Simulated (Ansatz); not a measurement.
# UHF/STO-3G run of CH5Ge (SMILES [CH3][GeH2])

Aim: the electronic atomisation energy of CH5Ge at UHF/STO-3G, from 4 runs. 

Program for the calculation: Ansatz 0.2.0.

36 further runs of the same task are left out: 36 set aside as unsound or not needed.

## Step 1: The system as given

CH5Ge: 7 atoms, total charge 0, spin state doublet. As SMILES, `[CH3][GeH2]`. The coordinates come from a PBE0-D4/def2-TZVP relaxation.

Bond lengths: C1–Ge2 1.960 Å, C1–H3 1.090 Å, C1–H4 1.090 Å, C1–H5 1.093 Å, Ge2–H6 1.546 Å, Ge2–H7 1.546 Å. Angles: C1–Ge2–H6 111.3°, C1–Ge2–H7 111.3°, Ge2–C1–H3 110.3°, Ge2–C1–H4 110.3°, Ge2–C1–H5 109.7°, H6–Ge2–H7 109.5°, H3–C1–H4 109.0°, H3–C1–H5 108.8°, H4–C1–H5 108.8°.

## Step 2: The energy at UHF/STO-3G

File run.yaml:

```yaml
basis:
  gaussian:
    orbitals: STO-3G
crystal:
  periodic: [false, false, false]
  atoms:
    - {symbol: C, position_ang: [-0.247600, -0.809300, -0.206400]}
    - {symbol: Ge, position_ang: [0.396000, 0.824800, 0.663000]}
    - {symbol: H, position_ang: [-1.153200, -1.166400, 0.283800]}
    - {symbol: H, position_ang: [0.513100, -1.588100, -0.157000]}
    - {symbol: H, position_ang: [-0.473200, -0.603400, -1.255600]}
    - {symbol: H, position_ang: [-0.673100, 1.940800, 0.621200]}
    - {symbol: H, position_ang: [1.699200, 1.333700, 0.005300]}
magnetization:
  spin_polarized: true
  initial_magnetization: 1
hamiltonian:
  xc: hf
accuracy: high
output: {orbitals: {seedname: orbitals}}
```

Started as:

```console
$ ansatz run run.yaml --threads 1 --pin off --max-ram 3480MiB --events-out events.jsonl --progress --plain --runs-dir runs
```

What it wrote:

```text
Warning: RAYON_NUM_THREADS=1 ignored (pool sized by the plan → 1); use --threads N
Functional definition: HF
  name "HF"
  exchange = exact_x
  correlation = 0
424 factors; integrals over basis functions are off by at most 3.1e-9 eV
mean field evaluation 1: about -56926.4676 eV, gradient 6.3e0 eV
mean field evaluation 2: about -56926.5259 eV, gradient 6.3e0 eV
mean field evaluation 4: about -56927.0405 eV, gradient 6.4e-1 eV
mean field evaluation 8: about -56927.0507 eV, gradient 6.5e-3 eV
mean field -56927.05067711 eV, -2092.0305258429 hartree, gradient 9.9e-8 eV, S^2 0.752792; 0 other end points of the search recorded, 0 dependent functions left out
reference -56927.05067711 eV, -2092.0305258429 hartree; 22, 21 occupied and 6, 7 virtual orbitals, 424 factors
Total energy: -56927.05067711 eV, -2092.0305258429 hartree
```

Wall time 0.24 s (1 thread of Arm Neoverse V2, shared host).

## Step 3: The C atom, same level

File molecule.yaml:

```yaml
crystal:
  periodic: [false, false, false]
  atoms:
    - {symbol: C, position_ang: [0.000000, 0.000000, 0.000000]}
basis:
  gaussian:
    orbitals: STO-3G
total_charge: 0
magnetization:
  spin_polarized: true
  initial_magnetization: 2
accuracy: high
hamiltonian:
  xc: hf
```

Started as:

```console
$ ansatz run molecule.yaml --threads 1 --pin off --max-ram 3480MiB --events-out events.jsonl --progress --plain --runs-dir runs
```

What it wrote:

```text
Warning: RAYON_NUM_THREADS=1 ignored (pool sized by the plan → 1); use --threads N
[... 4 set-up lines as earlier in the session ...]
15 factors; integrals over basis functions are off by at most 9.8e-10 eV
mean field evaluation 1: about -1012.2198 eV, gradient 0.0e0 eV
mean field evaluation 2: about -1012.2198 eV, gradient 0.0e0 eV
mean field -1012.21982732 eV, -37.1983925466 hartree, gradient 0.0e0 eV, S^2 2.000000; 2 other end points of the search recorded, 0 dependent functions left out
reference -1012.21982732 eV, -37.1983925466 hartree; 4, 2 occupied and 1, 3 virtual orbitals, 15 factors
Total energy: -1012.21982732 eV, -37.1983925466 hartree
```

Wall time 0.04 s (1 thread of Arm Neoverse V2, shared host).

## Step 4: The Ge atom, same level

File input.yaml:

```yaml
basis:
  gaussian:
    orbitals: STO-3G
crystal:
  periodic: [false, false, false]
  atoms:
    - {symbol: Ge, position_ang: [0.000000, 0.000000, 0.000000]}
magnetization:
  spin_polarized: true
  initial_magnetization: 2
hamiltonian:
  xc: hf
accuracy: high
```

Run the same way, it converges to -2051.63626 Eh (log not shown).

## Step 5: The H atom, same level

File in.yaml:

```yaml
crystal:
  periodic: [false, false, false]
  atoms:
    - {symbol: H, position_ang: [0.000000, 0.000000, 0.000000]}
basis:
  gaussian:
    orbitals: STO-3G
magnetization:
  spin_polarized: true
  initial_magnetization: 1
hamiltonian:
  xc: hf
accuracy: high
```

Run the same way, it converges to -0.46658 Eh (log not shown).

## Step 6: What came out

Level: UHF/STO-3G.

```
                                    quantity           value
                      molecule: total energy  -2092.03053 Eh
molecule: HOMO energy (highest over α and β)        -6.32 eV
 molecule: LUMO energy (lowest over α and β)         5.59 eV
                              molecule: ⟨S²⟩           0.753
                        C atom: total energy    -37.19839 Eh
                                C atom: ⟨S²⟩           2.000
                       Ge atom: total energy  -2051.63626 Eh
                               Ge atom: ⟨S²⟩           2.000
                        H atom: total energy     -0.46658 Eh
                                H atom: ⟨S²⟩           0.750
               electronic atomisation energy       23.482 eV
```

In words: Taking the molecule apart into free atoms costs 23.48 eV (2266 kJ/mol), before zero-point energy and without spin-orbit coupling. Hartree–Fock lacks the correlation of the bonding pairs, which as a rule makes this value much too low; in minimal bases other errors can mask that. In a minimal basis such a difference can be off by several eV, whatever the method.
